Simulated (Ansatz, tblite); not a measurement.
# C₃₀H₂₀F₅O₃PS: one state, many levels

The task here is to estimate one member of a computed series from the others.

Program: Ansatz 0.2.0, Gaussian basis. Level of theory: as each input shows. These are calculated values, not measurements.

Plan: GFN1-xTB, GFN2-xTB, PBE-D4/def2-SVP, r2SCAN-D4/def2-SVP, r2SCANh-D4/def2-SVP, BLYP-D4/def2-SVP, r2SCAN0-D4/def2-SVP, r2SCAN-D4/def2-mTZVP.

## The structure

The geometry is that of the singlet, from an earlier relaxation (PBE-D4/def2-SVP).

SMILES `O=S(=O)([O-])c1c(F)c(F)c(F)c(F)c1F.c1ccc([P+](c2ccccc2)(c2ccccc2)c2ccccc2)cc1`, 60 atoms, charge 0, spin multiplicity 1.

Bond lengths: O1–S2 1.478 Å, S2–O3 1.495 Å, S2–O4 1.517 Å, S2–C5 1.848 Å, C5–C6 1.403 Å, C5–C14 1.406 Å, C6–F7 1.336 Å, C6–C8 1.406 Å, C8–F9 1.341 Å, C8–C10 1.402 Å, C10–F11 1.338 Å, C10–C12 1.404 Å, C12–F13 1.340 Å, C12–C14 1.404 Å, C14–F15 1.340 Å, C16–C17 1.404 Å, C16–C40 1.403 Å, C16–H41 1.101 Å and more. Angles: O1–S2–O3 116.8°, O1–S2–O4 114.0°, O1–S2–C5 104.1°, O3–S2–O4 112.3°, O3–S2–C5 105.2°, O4–S2–C5 102.4°, S2–C5–C6 123.0°, S2–C5–C14 119.1°, C6–C5–C14 117.9°, C5–C6–F7 122.4°, C5–C6–C8 121.1°, F7–C6–C8 116.4°, C6–C8–F9 120.2°, C6–C8–C10 120.2°, F9–C8–C10 119.6°, C8–C10–F11 120.3°, C8–C10–C12 119.5°, F11–C10–C12 120.1° and more.

PBE0-D4/def2-SVP was run before; its log isn't repeated, and its numbers join the tables.

Set-up of the first run:

Tight binding, by tblite at 300 K electronic temperature and without a spin-polarisation term:

```python
tblite.interface.Calculator('GFN1-xTB', numbers, positions, charge=0, uhf=0).singlepoint()
```

Tight binding, by tblite at 300 K electronic temperature and without a spin-polarisation term:

```python
tblite.interface.Calculator('GFN2-xTB', numbers, positions, charge=0, uhf=0).singlepoint()
```

start.molden holds the orbitals of an earlier run on this state, given as this run's starting guess.

The input, in.yaml:

```yaml
crystal:
  periodic: [false, false, false]
  atoms:
    - {symbol: O, position_ang: [-3.562580, -0.568279, -2.766960]}
    - {symbol: S, position_ang: [-2.636505, -0.840433, -1.647373]}
    - {symbol: O, position_ang: [-2.188666, -2.255893, -1.470905]}
    - {symbol: O, position_ang: [-1.487565, 0.144699, -1.542789]}
    - {symbol: C, position_ang: [-3.628725, -0.452977, -0.136947]}
    - {symbol: C, position_ang: [-4.179619, -1.443161, 0.690121]}
    - {symbol: F, position_ang: [-3.999060, -2.746965, 0.464146]}
    - {symbol: C, position_ang: [-4.898675, -1.102659, 1.849815]}
    - {symbol: F, position_ang: [-5.350267, -2.063319, 2.669465]}
    - {symbol: C, position_ang: [-5.122871, 0.243349, 2.169848]}
    - {symbol: F, position_ang: [-5.798889, 0.571017, 3.276649]}
    - {symbol: C, position_ang: [-4.603165, 1.248198, 1.338497]}
    - {symbol: F, position_ang: [-4.810496, 2.536936, 1.643304]}
    - {symbol: C, position_ang: [-3.885375, 0.890758, 0.186535]}
    - {symbol: F, position_ang: [-3.419464, 1.893531, -0.570229]}
    - {symbol: C, position_ang: [0.935449, 4.658964, -0.130721]}
    - {symbol: C, position_ang: [-0.121262, 3.946309, -0.720448]}
    - {symbol: C, position_ang: [-0.091255, 2.546573, -0.786064]}
    - {symbol: C, position_ang: [1.014480, 1.858188, -0.237809]}
    - {symbol: P, position_ang: [1.062859, 0.036848, -0.301533]}
    - {symbol: C, position_ang: [-0.187621, -0.666088, 0.804648]}
    - {symbol: C, position_ang: [-0.848707, 0.191866, 1.706905]}
    - {symbol: C, position_ang: [-1.666501, -0.352031, 2.705282]}
    - {symbol: C, position_ang: [-1.844160, -1.741795, 2.793393]}
    - {symbol: C, position_ang: [-1.195306, -2.589893, 1.885083]}
    - {symbol: C, position_ang: [-0.353886, -2.060487, 0.897901]}
    - {symbol: C, position_ang: [2.639749, -0.467163, 0.500908]}
    - {symbol: C, position_ang: [2.707632, -0.473179, 1.911484]}
    - {symbol: C, position_ang: [3.901018, -0.825871, 2.555187]}
    - {symbol: C, position_ang: [5.030230, -1.184989, 1.800936]}
    - {symbol: C, position_ang: [4.961992, -1.192207, 0.399850]}
    - {symbol: C, position_ang: [3.771937, -0.834667, -0.252467]}
    - {symbol: C, position_ang: [1.211606, -0.504798, -2.027052]}
    - {symbol: C, position_ang: [2.025744, 0.295386, -2.854900]}
    - {symbol: C, position_ang: [2.269549, -0.100841, -4.178393]}
    - {symbol: C, position_ang: [1.702221, -1.285390, -4.671101]}
    - {symbol: C, position_ang: [0.877778, -2.065492, -3.844319]}
    - {symbol: C, position_ang: [0.623936, -1.683543, -2.520426]}
    - {symbol: C, position_ang: [2.080022, 2.569196, 0.353449]}
    - {symbol: C, position_ang: [2.036244, 3.970311, 0.401774]}
    - {symbol: H, position_ang: [0.901982, 5.758387, -0.086127]}
    - {symbol: H, position_ang: [-0.987732, 4.481948, -1.136806]}
    - {symbol: H, position_ang: [-0.913804, 1.972236, -1.244841]}
    - {symbol: H, position_ang: [-0.727372, 1.280886, 1.627532]}
    - {symbol: H, position_ang: [-2.181528, 0.318169, 3.408550]}
    - {symbol: H, position_ang: [-2.510237, -2.164892, 3.560112]}
    - {symbol: H, position_ang: [-1.351662, -3.676627, 1.934283]}
    - {symbol: H, position_ang: [0.169075, -2.737994, 0.210961]}
    - {symbol: H, position_ang: [1.820967, -0.209995, 2.507671]}
    - {symbol: H, position_ang: [3.945692, -0.828670, 3.654701]}
    - {symbol: H, position_ang: [5.964486, -1.468746, 2.308946]}
    - {symbol: H, position_ang: [5.840180, -1.484332, -0.195539]}
    - {symbol: H, position_ang: [3.723252, -0.852517, -1.350552]}
    - {symbol: H, position_ang: [2.455893, 1.235392, -2.476743]}
    - {symbol: H, position_ang: [2.894819, 0.529524, -4.828271]}
    - {symbol: H, position_ang: [1.885988, -1.590898, -5.712383]}
    - {symbol: H, position_ang: [0.395104, -2.971924, -4.238889]}
    - {symbol: H, position_ang: [-0.108433, -2.248512, -1.924239]}
    - {symbol: H, position_ang: [2.942760, 2.034357, 0.775699]}
    - {symbol: H, position_ang: [2.868721, 4.524199, 0.861189]}
basis:
  gaussian: {orbitals: def2-SVP, fitting: {mean_field: def2-universal-jkfit}, initial_orbitals: start.molden}
hamiltonian: {xc: pbe, dispersion: d4}
scf: {omitted_lower_state_checks: [starts]}
output: {forces: true, orbitals: {seedname: orbitals}}
```

The run is started by

```bash
$ ansatz run in.yaml --threads 2 --pin off --events-out ev --progress --plain --max-ram 32768MiB --backend cuda --devices 0, --max-vram 18GiB
```

Steps of the session up to this table: PBE-D4/def2-SVP; r2SCAN-D4/def2-SVP; r2SCANh-D4/def2-SVP; BLYP-D4/def2-SVP; r2SCAN0-D4/def2-SVP; r2SCAN-D4/def2-mTZVP.

One of the session's tables, all rows but one given; the rest of the session is left out.

It belongs to the step «Binding energy». 

| level | binding an atom (eV) |
| --- | --- |
| PBE-D4/def2-SVP | 5.371 |
| BLYP-D4/def2-SVP | 5.165 |
| r2SCAN-D4/def2-SVP | 5.160 |
| r2SCAN-D4/def2-mTZVP | 5.042 |
| r2SCANh-D4/def2-SVP | 5.112 |
| PBE0-D4/def2-SVP | 5.214 |
| r2SCAN0-D4/def2-SVP | ? |

Estimate the missing values for r2SCAN0-D4/def2-SVP.

Worked estimate for «binding an atom (eV)». Against the share of exact exchange, r2SCAN-D4/def2-SVP (0, 5.160), r2SCANh-D4/def2-SVP (0.1, 5.112) give a slope of -0.480 per unit share; at 0.25 the line stands at 5.040.

The run gave: binding an atom (eV): 5.044. In «binding an atom (eV)» the line misses by -0.004.

Limits of these values: Free atoms were run apart at each level; binding is atoms less cluster, divided by the number of atoms, without zero-point or spin-orbit terms.
